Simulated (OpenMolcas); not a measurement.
# r2SCAN/def2-TZVPD (RICD fitting, core potential, fitting threshold 0.01) run of SnO (tin(ii) oxide)

Aim: the vertical singlet–triplet gap of SnO (tin(ii) oxide) at r2SCAN/def2-TZVPD (RICD fitting, core potential, fitting threshold 0.01), from 2 runs. 

Program for the calculation: OpenMolcas 26.06.

**1. The structure to begin with**

SnO has 2 atoms, charge 0, and is taken as a singlet. As SMILES, `[O]=[Sn]`. Geometry: a GFN2-xTB relaxation, a rough one for these elements and not checked as a minimum.

Bond lengths: O1–Sn2 1.804 Å.

**2. Energy and forces at r2SCAN/def2-TZVPD (RICD fitting, core potential, fitting threshold 0.01)**

job.input

```
&GATEWAY
BasLib = $CurrDir
Coord
2
bohr
O      0.00000000     0.00000000     0.00000000
Sn     0.00000000     0.00000000     3.40827224
Basis = def2-TZVPD
Group = NoSym
RICD
aCD
CDThreshold = 0.01
&SEWARD
&SCF
KSDFT = 2
1.0 MGGA_X_R2SCAN
1.0 MGGA_C_R2SCAN
PrOrbitals = 0
&ALASKA
```

The basis set def2-TZVPD is read from a file made from the Basis Set Exchange's data (not shown).

Run with:

```bash
$ export MOLCAS_MEM=1860
$ pymolcas job.input > job.log
```

Log:

```text
--- Start Module: gateway ---
[...]
--- Stop Module: gateway /rc=_RC_ALL_IS_WELL_ ---
[...]
      Basis functions           96
[...]
--- Start Module: scf ---
[...]
       Convergence after  18 Iterations
[...]
::    Total KS-DFT energy                            -289.6048786930
[...]
      Total spin, S                                     0.0000000000
[...]
      Total electronic charge=   30.000000
      Total            charge=   -0.000000
[...]
      Dipole Moment (debye):
      Origin of the operator (angstrom)=    0.0000    0.0000    1.5913
                   X=  4.5142E-17               Y= -2.3264E-15               Z=  3.9818E+00           Total=  3.9818E+00
      Quadrupole Moment (debye*angstrom):
[...]
--- Stop Module: scf /rc=_RC_ALL_IS_WELL_ ---
[...]
--- Start Module: alaska ---
[...]
 *              Molecular gradients               *
 **************************************************
  Irreducible representation: a
 ------------------------------------------------------------------------------------------
                              X                       Y                       Z
 ------------------------------------------------------------------------------------------
  O1               -1.16005132751875E-14   -7.67263293681945E-15    1.92794560021561E-02
  SN2               1.15927205720728E-14    7.64850943845579E-15   -1.92794560021348E-02
 ------------------------------------------------------------------------------------------
--- Stop Module: alaska /rc=_RC_ALL_IS_WELL_ ---
[...]
```

It took 6.6 s on 1 thread of AMD EPYC 9R14 (Zen 4), shared host; peak memory 0.094 GiB.

**3. The triplet at the same level**

job.inp

```
* OSn Kohn-Sham DFT

&GATEWAY
 BasLib
 $CurrDir
 Coord
 2
 bohr
 O      0.00000000     0.00000000     0.00000000
 Sn     0.00000000     0.00000000     3.40827224
 Basis
 def2-TZVPD
 Group
 NoSym
 RICD
 aCD
 CDThreshold
 0.01

&SEWARD

&SCF
 UHF
 Spin
 3
 KSDFT
 2
 1.0 MGGA_X_R2SCAN
 1.0 MGGA_C_R2SCAN
 PrOrbitals
 0

&ALASKA
```

The basis set def2-TZVPD is read from a file made from the Basis Set Exchange's data (not shown).

Run with:

```bash
$ export MOLCAS_MEM=1860
$ pymolcas job.inp > job.log
```

Log:

```text
--- Start Module: gateway ---
[...]
--- Stop Module: gateway /rc=_RC_ALL_IS_WELL_ ---
[...]
      Basis functions           96
[...]
--- Start Module: scf ---
[...]
       Convergence after  27 Iterations
[...]
::    Total KS-DFT energy                            -289.4940796482
[...]
      Total spin, S                                     1.0041175910
[...]
      Total electronic charge=   30.000000
      Total            charge=   -0.000000
[...]
      Dipole Moment (debye):
      Origin of the operator (angstrom)=    0.0000    0.0000    1.5913
                   X=  1.6720E-15               Y= -2.8335E-15               Z=  2.7154E+00           Total=  2.7154E+00
      Quadrupole Moment (debye*angstrom):
[...]
--- Stop Module: scf /rc=_RC_ALL_IS_WELL_ ---
[...]
--- Start Module: alaska ---
[...]
 *              Molecular gradients               *
 **************************************************
  Irreducible representation: a
 ------------------------------------------------------------------------------------------
                              X                       Y                       Z
 ------------------------------------------------------------------------------------------
  O1                2.26016752047527E-15    1.79951867252830E-15    1.80736806387877E-01
  SN2              -2.25863618995857E-15   -1.79652398754327E-15   -1.80736806387866E-01
 ------------------------------------------------------------------------------------------
--- Stop Module: alaska /rc=_RC_ALL_IS_WELL_ ---
[...]
```

Run time: 11 s. Hardware: 1 thread of AMD EPYC 9R14 (Zen 4), shared host; peak memory 0.095 GiB.

**4. Summary of results**

At r2SCAN/def2-TZVPD (RICD fitting, core potential, fitting threshold 0.01):

| quantity | value |
| --- | --- |
| singlet: total energy | -289.60488 Eh |
| singlet: dipole moment | 3.98 D |
| singlet: HOMO energy | -6.75 eV |
| singlet: LUMO energy | -2.86 eV |
| singlet: HOMO–LUMO gap | 3.88 eV |
| singlet: largest force on an atom | 0.991 eV/Å |
| triplet: total energy | -289.49408 Eh |
| triplet: dipole moment | 2.72 D |
| triplet: HOMO energy (highest over α and β) | -3.93 eV |
| triplet: ⟨S²⟩ | 2.012 |
| vertical energy of the triplet above the singlet | 3.015 eV |

In words: This program's gradients are faulty for this kind of reference, so any forces in the log (triplet) can't be trusted; the energy can. At this shape the triplet lies 3.01 eV (291 kJ/mol) above the singlet. The largest force (singlet) is 0.99 eV/Å: the shape isn't a stationary point for this species at this level.
